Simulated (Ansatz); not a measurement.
# LuGaP2: the cost of one run

Program: Ansatz 0.2.0. Level of theory: DFT, plane waves, PAW, no spin polarisation. These are calculated values, not measurements.

### 1 The structure to begin with

The cell holds 16 atoms (Ga4Lu4P8): a = 7.539 Å, b = 7.539 Å, c = 5.539 Å, α = 90.00°, β = 90.00°, γ = 90.00°.

Coordinates:

```xyz
16
Lattice="7.5395 0.0000 0.0000 0.0000 7.5395 0.0000 0.0000 0.0000 5.5387" Properties=species:S:1:pos:R:3 pbc="T T T"
Ga    0.0000    0.0000    0.0000
P     0.0000    0.0000    2.7694
Lu    1.8849    1.8849    2.7694
P     1.8849    1.8849    0.0000
Ga    0.0000    3.7697    0.0000
P     0.0000    3.7697    2.7694
Lu    1.8849    5.6546    2.7694
P     1.8849    5.6546    0.0000
Ga    3.7697    0.0000    0.0000
P     3.7697    0.0000    2.7694
Lu    5.6546    1.8849    2.7694
P     5.6546    1.8849    0.0000
Ga    3.7697    3.7697    0.0000
P     3.7697    3.7697    2.7694
Lu    5.6546    5.6546    2.7694
P     5.6546    5.6546    0.0000
```

### 2 Run 1: PBEsol

The input, input.yaml:

```yaml
crystal:
  lattice:
    - [7.5394575797, 0.0, 0.0]
    - [0.0, 7.5394575797, 0.0]
    - [0.0, 0.0, 5.5387272645]
  atoms:
    - { symbol: Ga, position: [0.0, 0.0, 0.0] }
    - { symbol: P, position: [0.0, 0.0, 0.5] }
    - { symbol: Lu, position: [0.25, 0.25, 0.5] }
    - { symbol: P, position: [0.25, 0.25, 0.0] }
    - { symbol: Ga, position: [0.0, 0.5, 0.0] }
    - { symbol: P, position: [0.0, 0.5, 0.5] }
    - { symbol: Lu, position: [0.25, 0.75, 0.5] }
    - { symbol: P, position: [0.25, 0.75, 0.0] }
    - { symbol: Ga, position: [0.5, 0.0, 0.0] }
    - { symbol: P, position: [0.5, 0.0, 0.5] }
    - { symbol: Lu, position: [0.75, 0.25, 0.5] }
    - { symbol: P, position: [0.75, 0.25, 0.0] }
    - { symbol: Ga, position: [0.5, 0.5, 0.0] }
    - { symbol: P, position: [0.5, 0.5, 0.5] }
    - { symbol: Lu, position: [0.75, 0.75, 0.5] }
    - { symbol: P, position: [0.75, 0.75, 0.0] }
kpoints:
  mp_grid: { grid: [2, 2, 2] }
hamiltonian:
  xc: pbesol
scf:
  occupations: { method: fermi_dirac, width: 0.039 }
md:
  ensemble: npt_langevin
  temperature: 450
  timestep: 1.0
  n_steps: 40
  initial_velocities: maxwell_boltzmann
  seed: 2626
```

Command:

```console
ansatz run input.yaml --threads 4 --pin off --max-ram 3686MiB --backend cpu --events-out ev --progress --plain --runs-dir out
```

**Question.** How long does this run take on 4 threads of Arm Neoverse N1, shared host, and how much memory does it need?

About 6.4 min, with a peak of 1.4 GiB.
